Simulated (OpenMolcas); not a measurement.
**Mn²⁺ among point charges: CASSCF and CASPT2 levels and susceptibility**

Aim: the splitting of the states of Mn²⁺ in the field of 6 point charges, its lowest levels with spin-orbit coupling and its magnetic susceptibility.

Program: OpenMolcas 26.06. Level of theory: state-averaged CASSCF and CASPT2, spin-orbit coupling by RASSI with atomic mean-field integrals. These are calculated values, not measurements, unless marked.

**1. What is computed**

* Species: Mn²⁺ (manganese, Z = 25, 23 electrons)
* Basis: ANO-RCC-VDZP [5s4p2d1f], 34 functions
* Scalar Hamiltonian: DKH2, point nucleus
* Inactive shells: 1s 2s 2p 3s 3p
* Active space: 5 electrons in 5 orbitals (3d)
* Some configurations of this space: 3d5
* Orbitals: optimised for each spin and parity, averaged over all roots

Outer shells as boxes (Hund's rule):

3d5
```
3d [↑ ][↑ ][↑ ][↑ ][↑ ]
```

The ion sits among 6 point charges of -1.5 e arranged as a trigonal antiprism (D3d), 1.92 Å from the ion, with a polar angle of 56.9° against the regular 54.74°.

The work runs as a chain of OpenMolcas steps in one folder; each step below is one input file. Labels, J, g values, rates, χT and fits are worked out afterwards by a script from the matrices that RASSI stores. The input lists half of the charges; inversion (Group=XYZ) makes the rest.

**2. One- and two-electron integrals**

The input, a.inp:

```
&GATEWAY
Coord
1

Mn 0.0 0.0 0.0
Basis=ANO-RCC-VDZP
Group=XYZ
NoMove
AngMom=0.0 0.0 0.0
AMFI
XField
3 Angstrom 0
0.000000 1.608878 1.047813 -1.500000
1.393329 -0.804439 1.047813 -1.500000
1.393329 0.804439 -1.047813 -1.500000
&SEWARD
```

**3. Reference wave functions, sextets of even parity, 1 root**

The input, a.inp:

```
&RASSCF
FileOrb=start.orb
Symmetry=1
Spin=6
nActEl=5 0 0
Inactive=3 6
Ras2=5 0
CIRoot=1 1 1
SDav=1
CIMx=300
Iter=120 100
PrWF=0.3
OrbListing=Nothing
MaxOrb=0
>>> COPY $Project.JobIph JOB001
```

start.orb holds the contracted functions of the basis, ordered by shell, or the orbitals of the step before.

**4. Reference wave functions, quartets of even parity, 24 roots**

The input, a.inp:

```
&RASSCF
FileOrb=start.orb
Symmetry=1
Spin=4
nActEl=5 0 0
Inactive=3 6
Ras2=5 0
CIRoot=24 24 1
SDav=24
CIMx=300
Iter=120 100
PrWF=0.3
OrbListing=Nothing
MaxOrb=0
>>> COPY $Project.JobIph JOB002
```

**5. CASSCF: doublets of even parity, 75 roots**

The input, a.inp:

```
&RASSCF
FileOrb=start.orb
Symmetry=1
Spin=2
nActEl=5 0 0
Inactive=3 6
Ras2=5 0
CIRoot=75 75 1
SDav=75
CIMx=300
Iter=120 100
PrWF=0.3
OrbListing=Nothing
MaxOrb=0
>>> COPY $Project.JobIph JOB003
```

**6. RASSI: spin-orbit coupling between the states**

The input, a.inp:

```
&RASSI
NrOfJobIphs=3 1 24 75
1
1 2 3 4 5 6 7 8 9 10 11 12 13 14 15 16 17 18 19 20 21 22 23 24
1 2 3 4 5 6 7 8 9 10 11 12 13 14 15 16 17 18 19 20 21 22 23 24 25 26 27
28 29 30 31 32 33 34 35 36 37 38 39 40 41 42 43 44 45 46 47 48 49 50 51
52 53 54 55 56 57 58 59 60 61 62 63 64 65 66 67 68 69 70 71 72 73 74 75
IphNames
JOB001
JOB002
JOB003
EJob
SpinOrbit
DIPRint=1.0
SOCoupling=1000.0
Subsets=2
Property=9
'ANGMOM' 1 'ANGMOM' 2 'ANGMOM' 3 'MLTPL  1' 1 'MLTPL  1' 2 'MLTPL  1' 3
'AMFI' 1 'AMFI' 2 'AMFI' 3
SOProperty=3
'ANGMOM' 1 'ANGMOM' 2 'ANGMOM' 3
```

**7. CASPT2: IPEA 0.25, imaginary shift 0.1 (closed shells correlated: 3s 3p)**

The input, a.inp:

```
>>> COPY JOB001 $Project.JobIph
&CASPT2
Multistate=1 1
Frozen=2 3
IPEA=0.25
Imaginary=0.1
MaxIter=60
WThr=0.0 0.3 0.05
PrWF=0.5
NoMix
>>> COPY JOB002 $Project.JobIph
&CASPT2
Multistate=24 1 2 3 4 5 6 7 8 9 10 11 12 13 14 15 16 17 18 19 20 21 22
23 24
NoMult
Frozen=2 3
IPEA=0.25
Imaginary=0.1
MaxIter=60
WThr=0.0 0.3 0.05
PrWF=0.5
NoMix
>>> COPY JOB003 $Project.JobIph
&CASPT2
Multistate=75 1 2 3 4 5 6 7 8 9 10 11 12 13 14 15 16 17 18 19 20 21 22
23 24 25 26 27 28 29 30 31 32 33 34 35 36 37 38 39 40 41 42 43 44 45 46
47 48 49 50 51 52 53 54 55 56 57 58 59 60 61 62 63 64 65 66 67 68 69 70
71 72 73 74 75
NoMult
Frozen=2 3
IPEA=0.25
Imaginary=0.1
MaxIter=60
WThr=0.0 0.3 0.05
PrWF=0.5
NoMix
```

(Steps that only read results are left out.)

What does the calculation give? Wanted: spin-free ground state; lowest level; next level.

The runs gave:

| quantity | value |
| --- | --- |
| method | SS-CASPT2, IPEA 0.25, imaginary shift 0.1 (closed shells correlated: 3s 3p) |
| spin-free ground state | 6A1, 1-fold in its orbital part |
| lowest level | 4-fold |
| next level | 0.1 cm⁻¹ |
| χT at 300 K | 4.39 cm³ K/mol |
| effective moment at 300 K | 5.92 μB |

Cost by method:

| method | time of its own steps | time with the reference |
| --- | --- | --- |
| A. CASSCF | 19 s | 19 s |
| B. SS-CASPT2, IPEA 0.25, imaginary shift 0.1, +3s 3p | 4.5 s | 23 s |

Times are of one thread on a shared host.

In words: The spin-free ground state (6A1) comes to 100 % from free-ion S terms and keeps the highest spin of the shell. χT at 300 K is 4.39, against 4.39 cm³ K/mol for the spin alone, as a half-filled shell (L = 0) has no orbital moment. An active space of the d shell alone favours high spin; real ions in strong fields can be low spin. CASPT2 does not keep the components of a term degenerate, and the means are used. The field of point charges can differ much from that of real complexes. With metal d orbitals alone active, the gaps between spin states are rough; where two lie within a few thousand cm-1, their order is open. Point charges carry no covalency, so the field is a model and not that of real ligands.
